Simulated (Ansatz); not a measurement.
# C₂H₇NSSi: a ladder of functionals and wavefunction methods

The task here is to estimate one member of a computed series from the others.

The runs use Ansatz 0.2.0, Gaussian basis; functionals in def2-TZVPP, the program's frozen cores in correlated methods.

Plan: PBE-D4, r2SCAN-D4, PBE0-D4, B3LYP-D4, ωB97X-V, ωB97M-V, B2PLYP; CCSD(T)/def2-TZVPP; MP2/def2-QZVPP; extrapolation to the limit.

## The geometry

The geometry comes from an earlier relaxation with PBE0-D4 in a triple-zeta def2 set; it is a stationary point, not always the lowest conformer.

SMILES `C/N=C\[SiH2]S`, 12 atoms, charge 0, spin multiplicity 1.

Atoms are counted from 1 here; the program's logs count them from 0.

Bond lengths: C1–N2 1.437 Å, C1–H6 1.093 Å, C1–H7 1.094 Å, C1–H8 1.098 Å, N2–C3 1.266 Å, C3–Si4 1.901 Å, C3–H9 1.097 Å, Si4–S5 2.141 Å, Si4–H10 1.486 Å, Si4–H11 1.484 Å, S5–H12 1.344 Å. Angles: N2–C1–H6 108.6°, N2–C1–H7 108.5°, N2–C1–H8 115.0°, H6–C1–H7 106.7°, H6–C1–H8 109.1°, H7–C1–H8 108.5°, C1–N2–C3 120.0°, N2–C3–Si4 129.5°, N2–C3–H9 115.3°, Si4–C3–H9 115.1°, C3–Si4–S5 112.9°, C3–Si4–H10 105.9°, C3–Si4–H11 113.2°, S5–Si4–H10 111.1°, S5–Si4–H11 104.3°, H10–Si4–H11 109.4°, Si4–S5–H12 94.6°.

As a file:

```mol
C2H7NSSi
  3D, bonds by distance, orders not assigned

 12 11  0  0  0  0  0  0  0  0999 V2000
   -1.5255    0.9600   -0.1526 C   0  0
   -0.8818    0.3515   -1.2838 N   0  0
    0.0700   -0.4635   -1.1065 C   0  0
    0.8624   -1.0654    0.5135 Si  0  0
    1.8965    0.4876    1.5634 S   0  0
   -2.6006    0.7739   -0.2215 H   0  0
   -1.3889    2.0432   -0.2157 H   0  0
   -1.1637    0.6196    0.8265 H   0  0
    0.5080   -0.8800   -2.0221 H   0  0
    1.7886   -2.1623    0.1316 H   0  0
   -0.1273   -1.5752    1.4954 H   0  0
    2.6395    0.8553    0.5057 H   0  0
  1  2  8  0
  2  3  8  0
  3  4  8  0
  4  5  8  0
  1  6  8  0
  1  7  8  0
  1  8  8  0
  3  9  8  0
  4 10  8  0
  4 11  8  0
  5 12  8  0
M  END
```

Set-up of the first run:

File in.yaml:

```yaml
crystal:
  periodic: [false, false, false]
  atoms:
    - {symbol: C, position_ang: [-1.525547, 0.960025, -0.152588]}
    - {symbol: N, position_ang: [-0.881828, 0.351544, -1.283798]}
    - {symbol: C, position_ang: [0.069972, -0.463511, -1.106463]}
    - {symbol: Si, position_ang: [0.862423, -1.065356, 0.513547]}
    - {symbol: S, position_ang: [1.896474, 0.487566, 1.563388]}
    - {symbol: H, position_ang: [-2.600616, 0.773889, -0.221466]}
    - {symbol: H, position_ang: [-1.388864, 2.043199, -0.215655]}
    - {symbol: H, position_ang: [-1.163670, 0.619624, 0.826463]}
    - {symbol: H, position_ang: [0.507963, -0.880038, -2.022058]}
    - {symbol: H, position_ang: [1.788596, -2.162313, 0.131560]}
    - {symbol: H, position_ang: [-0.127310, -1.575239, 1.495364]}
    - {symbol: H, position_ang: [2.639506, 0.855310, 0.505705]}
basis:
  gaussian: {orbitals: def2-TZVPP}
hamiltonian: {xc: pbe, dispersion: d4}
output: {forces: true, orbitals: {seedname: orbitals}}
```

Command:

```console
ansatz run in.yaml --threads 4 --pin off --events-out ev --progress --plain --max-ram 10444MiB
```

Steps of the session up to this table: PBE-D4 (GGA); r2SCAN-D4 (meta-GGA); PBE0-D4 (hybrid); B3LYP-D4 (hybrid); ωB97X-V (range-separated); ωB97M-V (range-separated); B2PLYP (double hybrid); CCSD(T) in def2-TZVPP; MP2 in def2-QZVPP.

One of the session's tables, all rows but one given; the rest of the session is left out.

It belongs to the step «Atomisation energies». 

| method | atomisation energy (eV) |
| --- | --- |
| PBE-D4 | 45.153 |
| r2SCAN-D4 | 44.249 |
| PBE0-D4 | 44.326 |
| B3LYP-D4 | 44.319 |
| ωB97X-V | 44.458 |
| ωB97M-V | ? |
| B2PLYP | 43.678 |
| HF/def2-TZVPP | 31.436 |
| MP2/def2-TZVPP | 43.347 |
| CCSD/def2-TZVPP | 42.193 |
| CCSD(T)/def2-TZVPP | 42.919 |
| MP2/CBS | 44.605 |
| CCSD(T)/CBS | 44.177 |

Q: Estimate the row for ωB97M-V from the others.

The run gave: atomisation energy (eV): 44.424. In the column «atomisation energy (eV)» it lies between PBE0-D4 (44.326) and ωB97X-V (44.458).

To keep in mind: Free atoms (2 C, 1 N, 1 Si, 1 S, 7 H) were run apart at each level; the atomisation energy is their sum less the molecule, without zero-point or spin-orbit terms.
